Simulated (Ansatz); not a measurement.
**Palladium, beta-Sn type under LDA: from relaxation to bulk modulus**

Aim: take palladium in the beta-Sn type structure, relax it, solve it on a dense k-mesh, switch on spin-orbit coupling, then scale the cell to 7 volumes from 88 to 112 % of the relaxed one and try a fit of the equation of state. The start is ferromagnetic. The k-meshes are 13×13×9 for the relaxation; 23×23×22 for the dense run; 14×14×13 for spin-orbit coupling; 16×16×15 for the volumes.

Method: DFT LDA (PW92), plane waves (420 eV) with PAW, scalar-relativistic; PBE-made PAW files, in Ansatz 0.2.0.

## 1. Starting point

Symmetry: I4_1/amd, No. 141, tetragonal system. Conventional cell: a = 4.837 Å, b = 4.837 Å, c = 2.641 Å, α = 90.00°, β = 90.00°, γ = 90.00°. Pd (site symmetry -4m2) has 6 Pd at 2.51 to 2.64 Å as nearest neighbours.

As a file:

```xyz
2
Lattice="-2.4186 2.4186 1.3206 2.4186 -2.4186 1.3206 2.4186 2.4186 -1.3206" Properties=species:S:1:pos:R:3 pbc="T T T"
Pd    0.0000    0.0000    0.0000
Pd    0.0000    2.4186    0.6603
```

The atoms start with moments of +0.5 ×2 μB.

## 2. Relaxation of the cell

input.yaml

```yaml
crystal:
  lattice:
    - [-2.4185932053, 2.4185932053, 1.3205518901]
    - [2.4185932053, -2.4185932053, 1.3205518901]
    - [2.4185932053, 2.4185932053, -1.3205518901]
  atoms:
    - { symbol: Pd, position: [0.0, 0.0, 0.0], spin: 0.5 }
    - { symbol: Pd, position: [0.75, 0.25, 0.5], spin: 0.5 }
hamiltonian:
  xc: lda
  pseudopotentials:
    kind: paw
    azcp:
      Pd: "pseudopotentials/Pd.paw.azcp"
basis:
  ecutwfc: 420
  fft_grid_basis: typed
kpoints:
  mp_grid: { grid: [13, 13, 9], shift: [0, 0, 0] }
magnetization:
  spin_polarized: true
scf:
  occupations: { method: fermi_dirac, width: 0.05 }
relax:
  max_steps: 60
  f_tol: 0.01
  cell: {}
```

Further steps of the session: The energy on a finer k-mesh; With spin-orbit coupling; Volume × 0.88; Volume × 0.92; Volume × 0.96; Volume × 1.0; Volume × 1.04; Volume × 1.08; Volume × 1.12.

Before running it: what results should come out? Wanted: space group; conventional cell; volume; shortest distance; gap on the mesh; magnetic state; relative to fcc; V₀, B₀, B₀′.

The runs gave:

| quantity | value |
| --- | --- |
| space group (spins left aside) | C2/c (No. 15) |
| conventional cell | a = 2.647 Å, b = 9.240 Å, c = 2.691 Å, β = 119.25° |
| volume | 14.357 Å³/atom |
| shortest distance | 2.647 Å |
| gap on the mesh | none (levels filled in part) |
| magnetic state | non-magnetic |
| relative to fcc | +87 meV/atom |
| V₀, B₀, B₀′ | 14.352 Å³/atom, 220 GPa, 5.3 |

In words: The relaxation shrank the cell by 7.1 % in volume. The cell has left its prototype: it ends as C2/c. What follows belongs to that structure, not to the type named at the start. The mesh has less symmetry than the lattice, which may have let the distortion in. It lies 87 meV/atom above the element's reference form at the same level (fcc, from a run of its own). The moments die out: the run ends non-magnetic. No gap shows: it is a metal or semimetal at this level. The total energy of the spin-orbit run lies -2.0 eV/atom from the scalar one, but the two kinds of run don't share a zero of energy: only differences within one kind count. The fitted modulus is 220 GPa; letting shape and positions relax at each volume could only lower it.
